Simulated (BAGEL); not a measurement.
# BSiH4O2F (SMILES O[SiH2]B(O)F): B3LYP/def2-SVP (density fitting with qzvpp-jkfit)

Aim: the energy change on altering one bond length of BSiH4O2F at B3LYP/def2-SVP (density fitting with qzvpp-jkfit), from 2 runs. 

The results are computed with BAGEL 1.2.2.

30 further runs of the same task are left out: 30 set aside as unsound or not needed.

### Step 1. Starting point

BSiH4O2F has 9 atoms, charge 0, and is taken as a singlet. SMILES: `O[SiH2]B(O)F`. The coordinates come from a PBE0-D4/def2-TZVP relaxation. This is one conformer, not always the lowest.

Bond lengths: O1–Si2 1.653 Å, Si2–B3 2.035 Å, B3–O4 1.347 Å, B3–F5 1.342 Å, O1–H6 0.958 Å, Si2–H7 1.484 Å, Si2–H8 1.493 Å, O4–H9 0.965 Å. Some angles: O1–Si2–B3 110.9°, Si2–B3–O4 121.6°, Si2–B3–F5 119.7°, O4–B3–F5 118.7°, O1–Si2–H7 106.4°, O1–Si2–H8 111.4°, B3–Si2–H7 111.6°, B3–Si2–H8 108.7°, Si2–O1–H6 117.1°, B3–O4–H9 113.7°.

### Step 2. A single-point energy at B3LYP/def2-SVP (density fitting with qzvpp-jkfit)

The input, job.json:

```json
{ "bagel" : [

{
  "title" : "molecule",
  "basis" : "svp",
  "df_basis" : "qzvpp-jkfit",
  "angstrom" : true,
  "geometry" : [
    { "atom" : "O", "xyz" : [    1.152500,    0.650100,    1.703000 ] },
    { "atom" : "Si", "xyz" : [    0.837600,   -0.439800,    0.500200 ] },
    { "atom" : "B", "xyz" : [   -0.701500,    0.194000,   -0.670900 ] },
    { "atom" : "O", "xyz" : [   -0.968000,   -0.381600,   -1.859000 ] },
    { "atom" : "F", "xyz" : [   -1.488500,    1.196900,   -0.250400 ] },
    { "atom" : "H", "xyz" : [    0.401000,    1.098100,    2.092900 ] },
    { "atom" : "H", "xyz" : [    2.093300,   -0.579800,   -0.278100 ] },
    { "atom" : "H", "xyz" : [    0.493300,   -1.781600,    1.056300 ] },
    { "atom" : "H", "xyz" : [   -1.731300,   -0.002600,   -2.311100 ] }
  ]
},
{ "title" : "ks", "xc_func" : "b3lyp" },
{ "title" : "print", "file" : "orbitals.molden", "orbitals" : true }

]}
```

Run with:

```
$ BAGEL_NUM_THREADS=1 BAGEL job.json > job.out
```

The program printed:

```text
* using 1 threads per process

  ===============================================================
  ===============================================================

  *** Geometry ***

  { "atom" : "O", "xyz" : [      2.177909,      1.228511,      3.218204 ] },
  { "atom" : "Si", "xyz" : [      1.582835,     -0.831102,      0.945241 ] },
  { "atom" : "B", "xyz" : [     -1.325643,      0.366607,     -1.267817 ] },
  { "atom" : "O", "xyz" : [     -1.829255,     -0.721119,     -3.513001 ] },
  { "atom" : "F", "xyz" : [     -2.812857,      2.261813,     -0.473187 ] },
  { "atom" : "H", "xyz" : [      0.757780,      2.075108,      3.955008 ] },
  { "atom" : "H", "xyz" : [      3.955764,     -1.095663,     -0.525533 ] },
  { "atom" : "H", "xyz" : [      0.932202,     -3.366736,      1.996118 ] },
  { "atom" : "H", "xyz" : [     -3.271683,     -0.004913,     -4.367346 ] },

  Number of auxiliary basis functions:      506

  Since a DF basis is specified, we compute 2- and 3-index integrals:
    o Being stored without compression. Storage requirement is 0.036 GB

  Number of basis functions:       94
  Number of electrons      :       48

    * METHOD: MOLECULE                             0.20

  *** Kohn-Sham DFT ***

    * Removing 16547 points whose weight is below 1.00e-10
    * Grid points: 117607

  === Nuclear Repulsion ===
   215.3565290372

       - DIIS with orbital gradients will be used.

  === KS iteration (b3lyp / svp) ===
      0       -539.60119518          0.11914921           0.48
      1       -521.47327320          0.14293808           0.51
      2       -508.22031137          0.19348818           0.42
      3       -557.49218548          0.09265819           0.44
      4       -557.44282045          0.11047337           0.42
      5       -566.63324052          0.01922844           0.41
      6       -566.71262438          0.01827544           0.42
      7       -566.88857481          0.00414648           0.42
      8       -566.89758970          0.00153545           0.52
      9       -566.89867913          0.00064698           0.41
     10       -566.89889959          0.00006459           0.41
     11       -566.89890180          0.00002619           0.42
     12       -566.89890214          0.00001442           0.44
     13       -566.89890224          0.00000592           0.46
     14       -566.89890226          0.00000181           0.43
     15       -566.89890226          0.00000040           0.42
     16       -566.89890226          0.00000028           0.40
     17       -566.89890226          0.00000004           0.43
     18       -566.89890226          0.00000002           0.43
     19       -566.89890226          0.00000000           0.40
    * SCF iteration converged.

    * Permanent dipole moment:
           (    0.906401,    -0.208707,     0.375085) a.u.

    * METHOD: KS                                   9.29

    * METHOD: PRINT                                0.01

  ===============================================================
```

Wall time 9.9 s (1 thread of Intel Xeon 6975P-C (Granite Rapids), shared host); peak memory 0.51 GiB.

### Step 3. The distorted shape, same level

The input, input.json:

```json
{ "bagel" : [

{
  "title" : "molecule",
  "basis" : "svp",
  "df_basis" : "qzvpp-jkfit",
  "angstrom" : true,
  "geometry" : [
    { "atom" : "O", "xyz" : [    1.922059,    0.333196,    2.288557 ] },
    { "atom" : "Si", "xyz" : [    1.607159,   -0.756704,    1.085757 ] },
    { "atom" : "B", "xyz" : [   -0.701500,    0.194000,   -0.670900 ] },
    { "atom" : "O", "xyz" : [   -0.968000,   -0.381600,   -1.859000 ] },
    { "atom" : "F", "xyz" : [   -1.488500,    1.196900,   -0.250400 ] },
    { "atom" : "H", "xyz" : [    1.170559,    0.781196,    2.678457 ] },
    { "atom" : "H", "xyz" : [    2.862859,   -0.896704,    0.307457 ] },
    { "atom" : "H", "xyz" : [    1.262859,   -2.098504,    1.641857 ] },
    { "atom" : "H", "xyz" : [   -1.731300,   -0.002600,   -2.311100 ] }
  ]
},
{
  "title" : "ks",
  "xc_func" : "b3lyp"
},
{
  "title" : "print",
  "file" : "orbitals.molden",
  "orbitals" : true
}

]}
```

Run with:

```
$ BAGEL_NUM_THREADS=1 BAGEL input.json > input.out
```

The program printed:

```text
* using 1 threads per process

  ===============================================================
  ===============================================================

  *** Geometry ***

  { "atom" : "O", "xyz" : [      3.632165,      0.629649,      4.324746 ] },
  { "atom" : "Si", "xyz" : [      3.037090,     -1.429963,      2.051783 ] },
  { "atom" : "B", "xyz" : [     -1.325643,      0.366607,     -1.267817 ] },
  { "atom" : "O", "xyz" : [     -1.829255,     -0.721119,     -3.513001 ] },
  { "atom" : "F", "xyz" : [     -2.812857,      2.261813,     -0.473187 ] },
  { "atom" : "H", "xyz" : [      2.212036,      1.476246,      5.061550 ] },
  { "atom" : "H", "xyz" : [      5.410019,     -1.694525,      0.581010 ] },
  { "atom" : "H", "xyz" : [      2.386458,     -3.965598,      3.102660 ] },
  { "atom" : "H", "xyz" : [     -3.271683,     -0.004913,     -4.367346 ] },

  Number of auxiliary basis functions:      506

  Since a DF basis is specified, we compute 2- and 3-index integrals:
    o Being stored without compression. Storage requirement is 0.036 GB

  Number of basis functions:       94
  Number of electrons      :       48

    * METHOD: MOLECULE                             0.21

  *** Kohn-Sham DFT ***

    * Removing 15043 points whose weight is below 1.00e-10
    * Grid points: 119111

  === Nuclear Repulsion ===
   190.6374350368

       - DIIS with orbital gradients will be used.

  === KS iteration (b3lyp / svp) ===
      0       -540.06740020          0.11405822           0.47
      1       -531.57009381          0.13420316           0.54
      2       -540.10930585          0.13889736           0.54
      3       -564.96152540          0.04710621           0.57
      4       -565.58193621          0.04247371           0.56
      5       -566.51627322          0.02163791           0.54
      6       -566.70691255          0.01274968           0.67
      7       -566.73776519          0.00869803           0.62
      8       -566.81315920          0.00212287           0.61
      9       -566.81590159          0.00076040           0.52
     10       -566.81628662          0.00019196           0.51
     11       -566.81630303          0.00009659           0.47
     12       -566.81630629          0.00005367           0.47
     13       -566.81630784          0.00001592           0.49
     14       -566.81630808          0.00000186           0.43
     15       -566.81630808          0.00000106           0.43
     16       -566.81630808          0.00000052           0.42
     17       -566.81630808          0.00000018           0.42
     18       -566.81630808          0.00000007           0.40
     19       -566.81630808          0.00000005           0.41
     20       -566.81630808          0.00000001           0.41
     21       -566.81630808          0.00000001           0.42
    * SCF iteration converged.

    * Permanent dipole moment:
           (    0.742454,    -0.162977,     0.199426) a.u.

    * METHOD: KS                                  11.48

    * METHOD: PRINT                                0.01

  ===============================================================
```

Wall time 12 s (1 thread of Intel Xeon 6975P-C (Granite Rapids), shared host); peak memory 0.52 GiB.

### Step 4. Summary of results

Level: B3LYP/def2-SVP (density fitting with qzvpp-jkfit).

| quantity | value |
| --- | --- |
| first shape: total energy | -566.89890 Eh |
| first shape: dipole moment | 2.55 D |
| first shape: HOMO energy | -7.73 eV |
| first shape: LUMO energy | -0.44 eV |
| first shape: HOMO–LUMO gap | 7.29 eV |
| distorted shape: total energy | -566.81631 Eh |
| distorted shape: dipole moment | 2.00 D |
| distorted shape: HOMO energy | -6.27 eV |
| distorted shape: LUMO energy | -1.47 eV |
| distorted shape: HOMO–LUMO gap | 4.80 eV |
| energy change with the Si2–B3 bond stretched from 2.035 to 3.053 Å | 2.248 eV |

**Reading.** With the Si2–B3 bond stretched from 2.035 to 3.053 Å the energy rises by 2.25 eV (217 kJ/mol). The first shape isn't relaxed at this level, so the change isn't measured from a minimum.
